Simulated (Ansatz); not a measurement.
# W (W (111), 1 layers): how the settings move a single-point run

How sensitive is a single-point run of W (W (111), 1 layers) to its settings? A reference run comes first, then one run with altered input.

Method: reference: DFT, PBE, all-electron LAPW, scalar-relativistic, in Ansatz 0.2.0.

### Step 1. The structure to begin with

Symmetry: P6/mmm, No. 191, hexagonal system. Conventional cell: a = 4.502 Å, b = 4.502 Å, c = 11.000 Å, α = 90.00°, β = 90.00°, γ = 120.00°.

As a file:

```cif
data_structure
_symmetry_space_group_name_H-M 'P6/mmm'
_symmetry_Int_Tables_number 191
_cell_length_a 4.5020
_cell_length_b 4.5020
_cell_length_c 11.0000
_cell_angle_alpha 90.000
_cell_angle_beta 90.000
_cell_angle_gamma 120.000
_cell_volume 193.08
loop_
_atom_site_label
_atom_site_type_symbol
_atom_site_symmetry_multiplicity
_atom_site_Wyckoff_symbol
_atom_site_fract_x
_atom_site_fract_y
_atom_site_fract_z
_atom_site_occupancy
W1 W 1 b 0.00000 0.00000 0.50000 1
```

### Step 2. Reference

The input, input.yaml:

```yaml
crystal:
  lattice:
    - [4.5020337158, 0.0, 0.0]
    - [-2.2510168579, 3.8988755665, 0.0]
    - [0.0, 0.0, 11.0]
  atoms:
    - { symbol: W, position: [0.0, 0.0, 0.5] }
kpoints:
  mp_grid: { grid: [9, 9, 1] }
scf:
  occupations: { method: fermi_dirac, width: 0.08 }
hamiltonian:
  xc: pbe
  pseudopotentials: { kind: all_electron, lapw: { basis_error: 0.001 } }
output:
  forces: true
  stress: true
  eigenvalues: true
efield:
  axis: 3
  amplitude: 0
  dipole_correction: true
```

On the command line:

```
$ ansatz run input.yaml --threads 1 --pin off --max-ram 3584MiB --backend cpu --events-out ev --progress --plain --runs-dir out
```

The main lines of its log:

```text
[...]
Basis set: ecut = 81.75082242792676 eV, 335 PW (Γ), exchange–correlation at level 2
[...]
k-points: 12 of 81
[...]
SCF iter   1: F=—  HF=-439192.180253 eV  |F-HF|=—  |Δ(HF+E_count)|=         —  Δρ=1.88e-3  dr2=1.36e-2  ethr=4.85e-5  p=0.000 e·Å  D=7.87e-17 V/Å  ΔV_dip=-0.00 eV  dr2_dipole=1.24e-29  V_vac-E_F(+/−)=4.60/4.60 eV  ⟨swp⟩=3.1  Hψ=1405  notcnv=0
[...]
preconditioner: auto → LDOS  [metal: Δε(μ)=0.021 eV  Ē_g=1.377 eV  σ=0.080 eV  W_gap=0.07  n_scr=36 (ndim 8)  ℏωp=6.5 eV  f_vac=0.647  D(μ)=14.92/eV (n_scr^D=174)  β→1.0]
SCF iter   2: F=—  HF=-439192.161136 eV  |F-HF|=—  |Δ(HF+E_count)|=   1.91e-2  Δρ=2.08e-3  dr2=2.41e-2  ethr=4.85e-5  p=0.000 e·Å  D=1.87e-13 V/Å  ΔV_dip=-0.00 eV  dr2_dipole=5.13e-25  V_vac-E_F(+/−)=4.75/4.75 eV  ⟨swp⟩=3.0  Hψ=785  notcnv=0
[...]
SCF iter   9: F=—  HF=-439192.174456 eV  |F-HF|=—  |Δ(HF+E_count)|=   2.94e-7  Δρ=4.49e-6  dr2=4.09e-8  ethr=3.95e-9  p=-0.000 e·Å  D=-4.35e-8 V/Å  ΔV_dip=0.00 eV  dr2_dipole=7.92e-13  V_vac-E_F(+/−)=4.92/4.92 eV  ⟨swp⟩=2.8  Hψ=718  notcnv=0
SCF iter  10: F=-439192.174456 eV  HF=-439192.174456 eV  |F-HF|=1.09e-8  |Δ(HF+E_count)|=   1.35e-7  Δρ=9.62e-7  dr2=5.64e-9  ethr=1.46e-10  p=0.000 e·Å  D=2.23e-7 V/Å  ΔV_dip=-0.00 eV  dr2_dipole=5.23e-12  V_vac-E_F(+/−)=4.92/4.92 eV  ⟨swp⟩=3.0  Hψ=759  notcn
[...]
SCF converged after 10 iterations
Free energy (F): -439192.174456 eV
[...]
E sigma→0 (E₀):  -439192.016301 eV
[...]
Fermi energy:    -1.858926 eV
Dipole field:    D = 0.000000 V/Å  (p = 0.000000 e·Å, saw-weighted, corrected)
[...]
  P = ⅓ Tr σ = -2.0384 GPa (-20.384 kbar)
[...]
```

Run time: 4.5 s. Hardware: 1 thread of Arm Neoverse V1, shared host; peak memory 0.22 GiB.

### Step 3. Variant: mp_grid.grid [6, 6, 1], mixing.algorithm broyden, mixing.beta 0.2

input.yaml, as its differences from that of step 2:

```diff
@@ -8,5 +8,6 @@
 kpoints:
-  mp_grid: { grid: [9, 9, 1] }
+  mp_grid: { grid: [6, 6, 1] }
 scf:
   occupations: { method: fermi_dirac, width: 0.08 }
+  mixing: { algorithm: broyden, beta: 0.2 }
 hamiltonian:
```

On the command line:

```
$ ansatz run input.yaml --threads 1 --pin off --max-ram 3584MiB --backend cpu --events-out ev --progress --plain --runs-dir out
```

Log:

```text
LAPW: plane waves up to 4.632 Å⁻¹, error target 1.0e-3 eV per atom; small_component_spin mean_spin; W in spheres of 2.251 Å, 28 of its electrons in bands, Dirac shells []
Engine: ansatz 0.2.0
Pseudopotentials: kind: all_electron
Pseudopotential: W, LAPW, valence charge 28, Koelling and Harmon's equation, gaussian nucleus
Functional definition: PBE
  parameter kappa = 0.804
  parameter beta = 0.06672455060314922
  exchange = pbe_x(kappa = kappa, mu = beta*pi^2/3)
  correlation = pbe_c(beta = beta)
Crystal: 1 atoms, lattice volume = 193.082 Å³
Basis set: ecut = 81.75082242792676 eV, 335 PW (Γ), exchange–correlation at level 2
Bands: 18, of which v1, the nominal top of the filled ones, is band 14 counted from 1 (13 counted from 0)
Symmetry: 12 space group operations
k-points: 7 of 36
Non-local potential: W, projectors of the file, none
Initial density: superposition of atomic densities (neutral atoms: chi_scale 0, normalization atom)
Initial wavefunctions: plane waves of lowest kinetic energy (no species holds an atomic orbital)
Functional: x = pbe(κ = 0.804, μ = 0.2195149727645171), c = pbe(β = 0.06672455060314922)
iter 1 solved again at ethr=5.61e-5 eV; its pass at ethr=1.00e-1 eV (dr2=1.57e-2 eV) is discarded
SCF iter   1: F=—  HF=-439192.175974 eV  |F-HF|=—  |Δ(HF+E_count)|=         —  Δρ=1.97e-3  dr2=1.57e-2  ethr=5.61e-5  p=0.000 e·Å  D=7.87e-17 V/Å  ΔV_dip=-0.00 eV  dr2_dipole=8.31e-29  V_vac-E_F(+/−)=4.60/4.60 eV  ⟨swp⟩=3.1  Hψ=820  notcnv=0
efield: sawtooth ramp at fractional position 0.9500 (placed from the atoms, in the widest stretch of the axis that holds none; the zero of the levels goes with the place), width 0.1000; the density the first Hamiltonian is built on has a dipole p = 0.000 e·Å; the dipole correction subtracts the counter field D = 3.09e-14 V/Å, which shifts the + side's vacuum level by -0.00 eV against the − side's; the planar-averaged density in the ramp window peaks in size at 7.3e-5 e/Å³
preconditioner: auto → LDOS  [metal: Δε(μ)=0.019 eV  Ē_g=1.382 eV  σ=0.080 eV  W_gap=0.06  n_scr=36 (ndim 8)  ℏωp=6.5 eV  f_vac=0.647  D(μ)=15.01/eV (n_scr^D=174)  β=0.2 kept]
SCF iter   2: F=—  HF=-439192.168473 eV  |F-HF|=—  |Δ(HF+E_count)|=   7.50e-3  Δρ=1.64e-3  dr2=8.35e-3  ethr=5.61e-5  p=0.000 e·Å  D=6.48e-14 V/Å  ΔV_dip=-0.00 eV  dr2_dipole=2.75e-27  V_vac-E_F(+/−)=4.63/4.63 eV  ⟨swp⟩=2.0  Hψ=413  notcnv=0  κ⁻¹=1.0e0(r=1)
SCF iter   3: F=—  HF=-439192.161475 eV  |F-HF|=—  |Δ(HF+E_count)|=   7.00e-3  Δρ=1.47e-3  dr2=6.81e-3  ethr=2.98e-5  p=0.000 e·Å  D=3.55e-13 V/Å  ΔV_dip=-0.00 eV  dr2_dipole=6.15e-25  V_vac-E_F(+/−)=4.69/4.69 eV  ⟨swp⟩=2.0  Hψ=413  notcnv=0  κ⁻¹=3.4e-1(r=2)
SCF iter   4: F=—  HF=-439192.155896 eV  |F-HF|=—  |Δ(HF+E_count)|=   5.58e-3  Δρ=1.06e-3  dr2=4.31e-3  ethr=2.43e-5  p=-0.000 e·Å  D=-6.91e-12 V/Å  ΔV_dip=0.00 eV  dr2_dipole=4.30e-22  V_vac-E_F(+/−)=4.79/4.79 eV  ⟨swp⟩=2.7  Hψ=422  notcnv=0  κ⁻¹=5.2e-3(r=3)
SCF iter   5: F=—  HF=-439192.164458 eV  |F-HF|=—  |Δ(HF+E_count)|=         —  Δρ=5.54e-4  dr2=1.47e-3  ethr=1.54e-5  p=0.000 e·Å  D=2.72e-10 V/Å  ΔV_dip=-0.00 eV  dr2_dipole=6.75e-19  V_vac-E_F(+/−)=4.83/4.83 eV  ⟨swp⟩=3.0  Hψ=437  notcnv=0  κ⁻¹=5.2e-3(r=3)
the basis was enlarged: its passes take 322.7 KiB over the memory plan, 1 of 1 planned eigensolver slots
SCF iter   6: F=—  HF=-439192.165331 eV  |F-HF|=—  |Δ(HF+E_count)|=   8.73e-4  Δρ=4.31e-4  dr2=1.07e-3  ethr=5.25e-6  p=-0.000 e·Å  D=-3.11e-9 V/Å  ΔV_dip=0.00 eV  dr2_dipole=8.76e-17  V_vac-E_F(+/−)=4.85/4.85 eV  ⟨swp⟩=2.0  Hψ=413  notcnv=0  κ⁻¹=2.7e-3(r=4)
SCF iter   7: F=—  HF=-439192.167463 eV  |F-HF|=—  |Δ(HF+E_count)|=   2.13e-3  Δρ=1.36e-4  dr2=1.58e-4  ethr=3.82e-6  p=0.000 e·Å  D=6.31e-8 V/Å  ΔV_dip=-0.00 eV  dr2_dipole=3.80e-14  V_vac-E_F(+/−)=4.89/4.89 eV  ⟨swp⟩=3.0  Hψ=438  notcnv=0  κ⁻¹=4.8e-5(r=5)
SCF iter   8: F=—  HF=-439192.167523 eV  |F-HF|=—  |Δ(HF+E_count)|=   6.05e-5  Δρ=9.43e-5  dr2=8.09e-5  ethr=5.64e-7  p=0.000 e·Å  D=2.55e-7 V/Å  ΔV_dip=-0.00 eV  dr2_dipole=3.88e-13  V_vac-E_F(+/−)=4.92/4.92 eV  ⟨swp⟩=3.0  Hψ=427  notcnv=0  κ⁻¹=4.4e-6(r=6)
SCF iter   9: F=—  HF=-439192.167507 eV  |F-HF|=—  |Δ(HF+E_count)|=   1.66e-5  Δρ=7.53e-5  dr2=1.01e-5  ethr=2.89e-7  p=0.000 e·Å  D=2.10e-7 V/Å  ΔV_dip=-0.00 eV  dr2_dipole=1.31e-13  V_vac-E_F(+/−)=4.92/4.92 eV  ⟨swp⟩=2.9  Hψ=423  notcnv=0  κ⁻¹=2.5e-6(r=7)
SCF iter  10: F=—  HF=-439192.167548 eV  |F-HF|=—  |Δ(HF+E_count)|=   4.17e-5  Δρ=2.57e-5  dr2=4.41e-6  ethr=3.61e-8  p=0.000 e·Å  D=7.06e-8 V/Å  ΔV_dip=-0.00 eV  dr2_dipole=1.80e-14  V_vac-E_F(+/−)=4.93/4.93 eV  ⟨swp⟩=3.0  Hψ=452  notcnv=0  κ⁻¹=8.4e-7(r=8)
SCF iter  11: F=—  HF=-439192.167546 eV  |F-HF|=—  |Δ(HF+E_count)|=   2.24e-6  Δρ=1.70e-5  dr2=1.84e-6  ethr=1.57e-8  p=0.000 e·Å  D=7.33e-8 V/Å  ΔV_dip=-0.00 eV  dr2_dipole=3.77e-15  V_vac-E_F(+/−)=4.93/4.93 eV  ⟨swp⟩=2.0  Hψ=413  notcnv=0  κ⁻¹=5.1e-7(r=8)
iter 12 solved again at ethr=5.18e-11 eV; its pass at ethr=6.57e-9 eV (dr2=1.45e-8 eV) is discarded
SCF iter  12: F=-439192.167545 eV  HF=-439192.167545 eV  |F-HF|=1.13e-7  |Δ(HF+E_count)|=   8.69e-7  Δρ=3.06e-6  dr2=1.45e-8  ethr=5.18e-11  p=0.000 e·Å  D=5.80e-8 V/Å  ΔV_dip=-0.00 eV  dr2_dipole=5.37e-14  V_vac-E_F(+/−)=4.93/4.93 eV  ⟨swp⟩=2.9  Hψ=715  notcnv=0
WARN: efield: at this solve's end the planar-averaged density reaches 6.83e-5 e/Å³ inside the ramp window [0.8591, 0.1409] (bound 1e-5 e/Å³); the window's nearer edge stands 3.95 Å from this solve's nearest atom along the axis. Its work functions, free energy, forces, stress, dipole, levels and responses can be off, and this figure does not tell by how much. A short vacuum, a low `basis.ecutwfc` or `basis.ecutrho_ratio` and negative occupations (`scf.occupations.method`) can put density there. See the manual's quickstart, § The vacuum guard
SCF 1 converged in 12 iterations: F = -439192.167545 eV  dr2 = 1.45e-8
SCF converged after 12 iterations
Stability not checked: this state was not tested for a lower state beside it, because the mixer in use, unlike msr1, does not test its closes by its own steps (another_mixer; see scf.mixing.algorithm and scf.lower_state_search)
Free energy (F): -439192.167545 eV
Harris-Foulkes:  -439192.167545 eV  (|F-HF|=1.13e-7)
Internal energy: -439191.845797 eV  (E = F + TS)
E sigma→0 (E₀):  -439192.006671 eV
Entropy (-TS):   -0.321748 eV (-321.748 meV/atom)
Fermi energy:    -1.871782 eV
Dipole field:    D = 0.000000 V/Å  (p = 0.000000 e·Å, saw-weighted, corrected)
Work function:   Φ+ = 4.9321 eV   Φ− = 4.9327 eV
Levels:          The Fermi level and band energies are counted from a zero that moves with the ramp; work functions are not
Vacuum region:   at the solve's end the planar-averaged density reaches 6.83e-5 e/Å³ inside the ramp window [0.8591, 0.1409] (bound 1e-5 e/Å³)
--- Per-component energies (eV) ---
  E_band       = -841.439307
  E_kinetic    = 491866.797057
  E_xc         = -8823.082742
  E_efield     = 0.000000  (sawtooth field / dipole correction)
  E_electrostatic = -922235.560113  (all electrons and nuclei)
  E_smearing   = -0.321748  (= −TS)
  E_closure    = 0.000000  (closes the sum)
  E_atoms      = -439190.788623  (free atoms, spherical and without spin; not in F)
  Σ components = -439192.167545   (vs F -439192.167545, Δ=0.00e0)
  Basis errors (estimates in eV, not in F): energy 3.7e-4 per atom: plane waves 3.3e-4 (2.0e-4 summed), levels above the bands 1.6e-19, relativity 2.2e-8, radial functions 4.1e-5, core shells 5.6e-9; eigenvalues (radial functions only) 1.6e-6; not estimated: angular momenta, meshes, grids; target (lapw.basis_error) 1.0e-3; muffin-tin radii W 2.251 Å
--- Forces (eV/Å), atoms counted from 1 ---
  atom   1  W      0.00000000     0.00000000     0.00000007
  max |Σ_I F_I| component: 7.31e-8 eV/Å
--- Stress (GPa, compression-positive) ---
       -3.016569       0.000000       0.000000
        0.000000      -3.016569      -0.000000
        0.000000      -0.000000      -0.003457
  P = ⅓ Tr σ = -2.0122 GPa (-20.122 kbar)
--- Band table (eV; the first three rows and the last of 7) ---
  k-point 0: bands = ["-76.4418", "-40.6209", "-40.5943", "-40.5943", "-30.8044", "-30.8015", "-30.8015", "-30.7835", "-30.7835", "-30.7216", "-30.7214", "-4.3011", "-1.9586", "-1.9286", "-1.9286", "-1.5993", "-1.5993", "0.3997"]
  k-point 1: bands = ["-76.4418", "-40.6209", "-40.5950", "-40.5945", "-30.8044", "-30.8015", "-30.8015", "-30.7835", "-30.7835", "-30.7215", "-30.7214", "-4.0016", "-1.9950", "-1.9172", "-1.8046", "-1.7394", "-1.6212", "0.7751"]
  k-point 2: bands = ["-76.4418", "-40.6207", "-40.5964", "-40.5949", "-30.8044", "-30.8015", "-30.8015", "-30.7835", "-30.7835", "-30.7215", "-30.7215", "-3.2562", "-2.0239", "-1.9503", "-1.7824", "-1.6645", "-1.5262", "1.4609"]
  k-point 6: bands = ["-76.4418", "-40.6207", "-40.5963", "-40.5963", "-30.8043", "-30.8015", "-30.8015", "-30.7835", "-30.7835", "-30.7215", "-30.7215", "-2.1318", "-1.9402", "-1.9402", "-1.8963", "-1.8963", "-1.4920", "1.3005"]
```

Wall time 4.3 s (1 thread of Arm Neoverse V1, shared host); peak memory 0.22 GiB.

Changing the k-point mesh and mixing moves the energy by +6.9 meV/atom. The energy is not variational in the mesh, so the sign tells nothing. Of the settings changed, the mesh is the one that moves energies this far. The variant is not converged in its settings.

### Step 4. Side by side

```tsv
run	ending	energy change	gap (eV)	force (eV/Å)	cycles	time
reference	converged	0	0.00	0.00	10	4.5 s
1: mp_grid.grid [6, 6, 1], mixing.algorithm broyden, mixing.beta 0.2	converged	+6.9 meV/atom	0.00	0.00	12	4.3 s
```

Residual by cycle in the longest SCF loop of each run; runs are numbered as in the table. The quantity is the density residual dr2, in eV.

```tsv
cycle	reference	run 1
1	0.0136	0.0157
2	0.0241	0.00835
3	0.0351	0.00681
4	0.00229	0.00431
5	5.2e-4	0.00147
6	1.6e-4	0.00107
7	9.4e-6	1.6e-4
8	1.1e-6	8.1e-5
9	4.1e-8	1.0e-5
10	5.6e-9	4.4e-6
11	-	1.8e-6
12	-	1.5e-8
```

**Reading.** Changing the k-point mesh and mixing moves the energy by +6.9 meV/atom. Sampling errors of the energy have no fixed sign. Of the settings changed, the mesh is the one that moves energies this far.
